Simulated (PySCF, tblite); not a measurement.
# C4H5N3Si: geometry, infrared bands and NMR shifts

Wanted: the infrared bands and NMR shifts of C4H5N3Si (`C=N[Si@@H]1CC(C#N)=N1`), by calculation.

The runs use tblite 0.8.0 and PySCF 2.14.0, with density-fitted response routines of our own; the level of theory stands in each step. All values are computed, except where a source is named. Atoms count from 0, in the outputs and in this text.

### 1 Starting geometry

13 atoms, charge 0, multiplicity 1; geometry from: force field or distance geometry start.

Bonds of the start (Å): C0–N1 1.30, N1–Si2 1.70, Si2–C3 1.85, C3–C4 1.54, C4–C5 1.42, C5–N6 1.16, C4–N7 1.30, N7–Si2 1.74, C0–H8 1.10, C0–H9 1.11, Si2–H10 1.47, C3–H11 1.08, C3–H12 1.08.

### 2 Optimising the geometry with GFN2-xTB

What the job is given:

```
{"job": {"kind": "relax", "xc": "GFN2-xTB", "basis": "xTB"}, "charge": 0, "multiplicity": 1}
C      2.540400    -0.158800     0.782200
N      1.826500     0.510800    -0.080900
Si     0.515500    -0.322000    -0.778100
C     -0.992000     0.739800    -0.879200
C     -1.389600    -0.069400     0.366700
C     -2.558000    -0.001400     1.179000
N     -3.518700     0.085300     1.817800
N     -0.421400    -0.914200     0.558500
H      3.397500     0.333300     1.266900
H      2.341800    -1.204200     1.094900
H      0.788500    -1.379000    -1.769900
H     -0.872400     1.797400    -0.677200
H     -1.662300     0.582900    -1.713200
```

Started as:

```console
OMP_NUM_THREADS=1 python probes_run.py task.json out
```

The driver reads the jobs from task.json and runs them one after another.

**Question.** This job is followed by: GFN2-xTB harmonic vibrations, gas phase; GIAO PBE0/pcSseg-1 NMR shielding, non-relativistic, gas phase. Predict these results of the whole session: strongest single infrared mode (GFN2-xTB); zero-point energy (GFN2-xTB); ¹³C shifts against TMS (PBE0/pcSseg-1); ¹H shifts against TMS (PBE0/pcSseg-1); ¹⁵N shifts against NH3 (PBE0/pcSseg-1); ²⁹Si shifts against TMS (PBE0/pcSseg-1).

As calculated:

```
                                 quantity                             value
strongest single infrared mode (GFN2-xTB)             2405 cm⁻¹, 275 km/mol
             zero-point energy (GFN2-xTB)                     52.2 kcal/mol
   ¹³C shifts against TMS (PBE0/pcSseg-1)     183.4, 179.4, 119.2, 45.7 ppm
    ¹H shifts against TMS (PBE0/pcSseg-1)  8.95, 8.78, 5.65, 3.07, 2.87 ppm
   ¹⁵N shifts against NH3 (PBE0/pcSseg-1)           515.5, 412.9, 326.4 ppm
  ²⁹Si shifts against TMS (PBE0/pcSseg-1)                         -24.6 ppm
```

In words: Over 80 steps the energy fell by 0.463 eV; of the close pairs, Si2–C3 changed most, 1.847 to 1.929 Å. All 33 modes are real, so the xTB geometry is a minimum. The strongest single mode, at 2405 cm⁻¹, moves mainly H10. GFN2-xTB is a fitted tight-binding method: band positions and strengths are rough. Its intensities can rank the bands wrongly. At PBE0/pcSseg-1: The widest tensor belongs to N7: span 927 ppm, with a paramagnetic part of -576 ppm.
